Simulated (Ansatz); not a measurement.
# BaNa2Te2: the cost of one run

Program: Ansatz 0.2.0. Level of theory: DFT PBE, scalar-relativistic, plane waves, PAW. These are calculated values, not measurements.

**1. Starting point**

Symmetry: I4/mmm, No. 139, tetragonal system. Conventional cell: a = 4.765 Å, b = 4.765 Å, c = 12.503 Å, α = 90.00°, β = 90.00°, γ = 90.00°. Na (site symmetry -4m2) is surrounded by 4 Te at 2.84 Å. Around Ba (site symmetry 4/mmm) lie 8 Te at 3.72 Å and 8 Na at 3.93 Å. Around Te (site symmetry 4mm) lie 4 Na at 2.84 Å and 1 Te at 3.15 Å and 4 Ba at 3.72 Å.

Structure file:

```cif
data_structure
_symmetry_space_group_name_H-M 'I4/mmm'
_symmetry_Int_Tables_number 139
_cell_length_a 4.7652
_cell_length_b 4.7652
_cell_length_c 12.5029
_cell_angle_alpha 90.000
_cell_angle_beta 90.000
_cell_angle_gamma 90.000
_cell_volume 283.91
loop_
_atom_site_label
_atom_site_type_symbol
_atom_site_symmetry_multiplicity
_atom_site_Wyckoff_symbol
_atom_site_fract_x
_atom_site_fract_y
_atom_site_fract_z
_atom_site_occupancy
Na1 Na 4 d 0.50000 0.00000 0.25000 1
Ba1 Ba 2 a 0.00000 0.00000 0.00000 1
Te1 Te 4 e 0.50000 0.50000 0.12600 1
```

(A quick probe on a coarse mesh, which set the mesh and smearing, is not shown.)

**3. Rough relaxation on the coarse mesh**

input.yaml

```yaml
crystal:
  lattice:
    - [-2.3826220682, 2.3826220682, 6.2514341393]
    - [2.3826220682, -2.3826220682, 6.2514341393]
    - [2.3826220682, 2.3826220682, -6.2514341393]
  atoms:
    - { symbol: Na, position: [0.25, 0.75, 0.5] }
    - { symbol: Na, position: [0.75, 0.25, 0.5] }
    - { symbol: Ba, position: [0.0, 0.0, 0.0] }
    - { symbol: Te, position: [0.626, 0.626, 0.0] }
    - { symbol: Te, position: [0.374, 0.374, 0.0] }
basis:
  ecutwfc: 420
kpoints:
  mp_grid: { grid: [6, 6, 6] }
hamiltonian:
  xc: pbe
scf:
  occupations: { method: gaussian, width: 0.1 }
  lower_state_search: "off"
output:
  forces: true
  stress: true
  eigenvalues: true
relax:
  adjacent_minimum: "off"
  f_tol: 0.04
  max_steps: 70
  cell: { stress_tol: 0.4 }
```

The run is started by

```bash
ansatz run input.yaml --threads 1 --pin off --max-ram 2560MiB --backend cpu --events-out ev --progress --plain --runs-dir out
```

**Question.** How long does this run take on 1 thread of Arm Neoverse V2, shared host, and how much memory does it need?

About 1.8 min, with a peak of 0.49 GiB.
